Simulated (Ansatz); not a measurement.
**CH₉BSiSn: one species, many methods**

How much do the methods differ for CH₉BSiSn? The plan is to run it at one geometry with functionals of several rungs and with coupled cluster, and see how far each lands from CCSD(T) at the basis-set limit for the atomisation energy.

Method: functionals in def2-TZVPP, the program's frozen cores in correlated methods; program: Ansatz 0.2.0, Gaussian basis.

The runs, in order: LDA (SPW92), PBE-D4, revPBE-D4, BLYP-D4, r2SCAN-D4, B97M-V, PBE0-D4, B3LYP-D4, r2SCANh-D4, r2SCAN0-D4, HSE06-D4, BHLYP-D4, CAM-B3LYP-D4, LC-ωPBE, ωB97X-V, ωB97M-V, B2PLYP, PBE-QIDH; CCSD(T)/def2-SVP; CCSD(T)/def2-TZVPP; MP2/def2-QZVPP; extrapolation to the limit; RPA on PBE.

### Step 1. The relaxed structure

An earlier PBE0-D4 in a triple-zeta def2 set relaxation fixed the geometry. Sn takes the def2 core potential; no spin-orbit term is included.

SMILES `[SiH3]B[CH2][SnH3]`, 13 atoms, charge 0, spin multiplicity 1.

Atoms are counted from 1 here; the program's logs count them from 0.

Bond lengths: Si1–B2 2.017 Å, Si1–H5 1.490 Å, Si1–H6 1.493 Å, Si1–H7 1.494 Å, B2–C3 1.511 Å, B2–H8 1.202 Å, C3–Sn4 2.219 Å, C3–H9 1.090 Å, C3–H10 1.090 Å, Sn4–H11 1.705 Å, Sn4–H12 1.702 Å, Sn4–H13 1.702 Å. Angles: B2–Si1–H5 113.4°, B2–Si1–H6 109.0°, B2–Si1–H7 112.3°, H5–Si1–H6 107.2°, H5–Si1–H7 107.6°, H6–Si1–H7 107.1°, Si1–B2–C3 122.2°, Si1–B2–H8 119.0°, C3–B2–H8 118.7°, B2–C3–Sn4 91.9°, B2–C3–H9 119.9°, B2–C3–H10 120.2°, Sn4–C3–H9 103.0°, Sn4–C3–H10 103.0°, H9–C3–H10 112.5°, C3–Sn4–H11 112.8°, C3–Sn4–H12 106.6°, C3–Sn4–H13 106.3° and more.

### Step 2. LDA

This LDA is Slater exchange with PW92 correlation.

Input file in.yaml:

```yaml
crystal:
  periodic: [false, false, false]
  atoms:
    - {symbol: Si, position_ang: [-0.736413, 1.683459, -0.993767]}
    - {symbol: B, position_ang: [-0.674024, 0.501599, 0.639848]}
    - {symbol: C, position_ang: [0.628645, 0.025979, 1.239488]}
    - {symbol: Sn, position_ang: [0.621619, -1.803988, -0.014915]}
    - {symbol: H, position_ang: [-1.790862, 1.289444, -1.970266]}
    - {symbol: H, position_ang: [-1.029918, 3.084648, -0.568266]}
    - {symbol: H, position_ang: [0.567203, 1.709408, -1.723614]}
    - {symbol: H, position_ang: [-1.706494, 0.113644, 1.118688]}
    - {symbol: H, position_ang: [0.646470, -0.371913, 2.254517]}
    - {symbol: H, position_ang: [1.566877, 0.507346, 0.964059]}
    - {symbol: H, position_ang: [-0.663722, -1.833037, -1.135063]}
    - {symbol: H, position_ang: [0.485018, -3.123567, 1.051922]}
    - {symbol: H, position_ang: [2.105903, -1.817721, -0.847732]}
basis:
  gaussian: {orbitals: def2-TZVPP}
hamiltonian: {xc: lda}
output: {orbitals: {seedname: orbitals}}
```

Further steps of the session: PBE-D4 (GGA); revPBE-D4 (GGA); BLYP-D4 (GGA); r2SCAN-D4 (meta-GGA); B97M-V (meta-GGA); PBE0-D4 (hybrid); B3LYP-D4 (hybrid); r2SCANh-D4 (hybrid); r2SCAN0-D4 (hybrid); HSE06-D4 (hybrid); BHLYP-D4 (hybrid); CAM-B3LYP-D4 (range-separated); LC-ωPBE (range-separated); ωB97X-V (range-separated); ωB97M-V (range-separated); B2PLYP (double hybrid); PBE-QIDH (double hybrid); CCSD(T) in def2-SVP; CCSD(T) in def2-TZVPP; MP2 in def2-QZVPP; RPA on PBE orbitals.

Q: Predict the results of all the runs planned. Wanted: atomisation energy, CCSD(T)/CBS; farthest beyond LDA; mean size of error, GGA; mean size of error, meta-GGA; mean size of error, hybrid; mean size of error, range-separated; mean size of error, double hybrid; gap, smallest and largest; T1 diagnostic.

The runs gave:

```
                               quantity                                                                                                   value
        atomisation energy, CCSD(T)/CBS                                                                                           3976.1 kJ/mol
 functionals within 39.8 kJ/mol (1.0 %)  PBE-D4, r2SCAN-D4, PBE0-D4, B3LYP-D4, r2SCANh-D4, r2SCAN0-D4, HSE06-D4, CAM-B3LYP-D4, ωB97X-V, ωB97M-V
                    farthest beyond LDA                                                                                revPBE-D4 (-83.7 kJ/mol)
                mean size of error, GGA                                                                                             52.3 kJ/mol
           mean size of error, meta-GGA                                                                                             22.5 kJ/mol
             mean size of error, hybrid                                                                                             27.3 kJ/mol
    mean size of error, range-separated                                                                                             18.7 kJ/mol
      mean size of error, double hybrid                                                                                             55.1 kJ/mol
              gap, smallest and largest                                                               4.18 eV (LDA (SPW92)), 11.30 eV (LC-ωPBE)
                          T1 diagnostic                                                                                                  0.0132
triples share of the correlation energy                                                                                                   3.3 %
```

In words: LDA overbinds by 450.2 kJ/mol (11 %). PBE-D4 misses by -17.0 kJ/mol. Double hybrids carry the basis error of their MP2 part in triple zeta, and no dispersion term here, so their miss is partly the set-up's. The rungs range-separated, meta-GGA, hybrid miss on average by less than the doubt on the reference (39.8 kJ/mol), so they tie. Misses under about 39.8 kJ/mol are within the doubt on the reference itself, which lacks core-valence correlation, spin-orbit coupling and higher excitations, and its outer-core shells are covered unevenly. All levels share the lack of spin-orbit coupling, which lowers the free heavy atoms and so the true binding. Hartree-Fock recovers 76 % of the binding; the rest is correlation. CCSD(T) in def2-SVP is off by -224.3 kJ/mol, more than most functionals: a good method in a small basis is no reference. Orbital gaps span 4.2 to 11.3 eV; exact exchange widens them. Correlated methods include outer-core shells of Sn, which these sets cover unevenly.
